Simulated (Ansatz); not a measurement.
# C₄H₉FOZn: up Jacob's ladder to CCSD(T)

An exercise on one series of results from a longer session: the logs are not shown, and one member is left open.

Program: Ansatz 0.2.0, Gaussian basis. Level of theory: functionals in def2-TZVPP, the program's frozen cores in correlated methods. These are calculated values, not measurements.

The runs, in order: LDA (SPW92), PBE-D4, revPBE-D4, BLYP-D4, r2SCAN-D4, B97M-V, PBE0-D4, B3LYP-D4, r2SCANh-D4, r2SCAN0-D4, HSE06-D4, BHLYP-D4, CAM-B3LYP-D4, LC-ωPBE, ωB97X-V, ωB97M-V, B2PLYP, PBE-QIDH; CCSD(T)/def2-SVP; CCSD(T)/def2-TZVPP; MP2/def2-QZVPP; extrapolation to the limit; RPA on PBE.

## The relaxed structure

The geometry comes from an earlier relaxation with PBE0-D4 in a triple-zeta def2 set; it is a stationary point, not always the lowest conformer.

SMILES `CC(C)(C)[O][Zn][F]`, 16 atoms, charge 0, spin multiplicity 1.

Atoms are counted from 1 here; the program's logs count them from 0.

Bond lengths: C1–C2 1.523 Å, C1–H8 1.092 Å, C1–H9 1.092 Å, C1–H10 1.092 Å, C2–C3 1.523 Å, C2–C4 1.523 Å, C2–O5 1.416 Å, C3–H11 1.093 Å, C3–H12 1.097 Å, C3–H13 1.092 Å, C4–H14 1.092 Å, C4–H15 1.097 Å, C4–H16 1.093 Å, O5–Zn6 1.763 Å, Zn6–F7 1.741 Å. Angles: C2–C1–H8 110.0°, C2–C1–H9 111.2°, C2–C1–H10 110.0°, H8–C1–H9 108.7°, H8–C1–H10 108.2°, H9–C1–H10 108.7°, C1–C2–C3 110.3°, C1–C2–C4 110.3°, C1–C2–O5 106.0°, C3–C2–C4 110.2°, C3–C2–O5 110.0°, C4–C2–O5 110.0°, C2–C3–H11 111.8°, C2–C3–H12 110.5°, C2–C3–H13 110.2°, H11–C3–H12 107.4°, H11–C3–H13 108.6°, H12–C3–H13 108.3° and more.

The first run:

Input file in.yaml:

```yaml
crystal:
  periodic: [false, false, false]
  atoms:
    - {symbol: C, position_ang: [-0.369680, -1.396121, -1.031667]}
    - {symbol: C, position_ang: [-0.082125, -0.172741, -0.171304]}
    - {symbol: C, position_ang: [1.406118, 0.151935, -0.196404]}
    - {symbol: C, position_ang: [-0.545004, -0.413665, 1.259990]}
    - {symbol: O, position_ang: [-0.819907, 0.890821, -0.746571]}
    - {symbol: Zn, position_ang: [-0.791383, 2.521854, -0.078119]}
    - {symbol: F, position_ang: [-0.847485, 4.169317, 0.483464]}
    - {symbol: H, position_ang: [-1.440123, -1.609675, -1.030801]}
    - {symbol: H, position_ang: [0.162828, -2.274291, -0.659285]}
    - {symbol: H, position_ang: [-0.059422, -1.209438, -2.061398]}
    - {symbol: H, position_ang: [2.008112, -0.674887, 0.188499]}
    - {symbol: H, position_ang: [1.618740, 1.029819, 0.426271]}
    - {symbol: H, position_ang: [1.726616, 0.369222, -1.217372]}
    - {symbol: H, position_ang: [-1.620533, -0.600989, 1.281045]}
    - {symbol: H, position_ang: [-0.335193, 0.463376, 1.884780]}
    - {symbol: H, position_ang: [-0.034460, -1.267039, 1.713068]}
basis:
  gaussian: {orbitals: def2-TZVPP}
hamiltonian: {xc: lda}
output: {orbitals: {seedname: orbitals}}
```

Among the steps run: LDA; PBE-D4 (GGA); revPBE-D4 (GGA); BLYP-D4 (GGA); r2SCAN-D4 (meta-GGA); B97M-V (meta-GGA); PBE0-D4 (hybrid); B3LYP-D4 (hybrid); r2SCANh-D4 (hybrid); r2SCAN0-D4 (hybrid); HSE06-D4 (hybrid); BHLYP-D4 (hybrid); CAM-B3LYP-D4 (range-separated); LC-ωPBE (range-separated); ωB97X-V (range-separated); ωB97M-V (range-separated); B2PLYP (double hybrid); PBE-QIDH (double hybrid).

One of the session's tables, all rows but one given; the rest of the session is left out.

It belongs to the step «Orbital energies across the functionals». 

```
  functional  HOMO (eV)  gap (eV)
 LDA (SPW92)      -6.47      4.05
      PBE-D4      -6.24      4.12
   revPBE-D4      -6.14      4.16
     BLYP-D4      -6.16      4.05
   r2SCAN-D4      -6.51      4.69
      B97M-V      -6.66      4.57
     PBE0-D4          ?         ?
    B3LYP-D4      -7.52      5.98
  r2SCANh-D4      -7.08      5.59
  r2SCAN0-D4      -7.93      6.93
    HSE06-D4      -7.32      5.77
    BHLYP-D4      -9.19      8.77
CAM-B3LYP-D4      -9.20      8.89
     LC-ωPBE     -10.48     11.53
     ωB97X-V     -10.17     10.99
     ωB97M-V     -10.13     10.65
```

Estimate the missing values for PBE0-D4.

As computed: HOMO (eV): -7.73; gap (eV): 6.55. In the column «HOMO (eV)» it lies between r2SCAN0-D4 (-7.93) and B3LYP-D4 (-7.52).
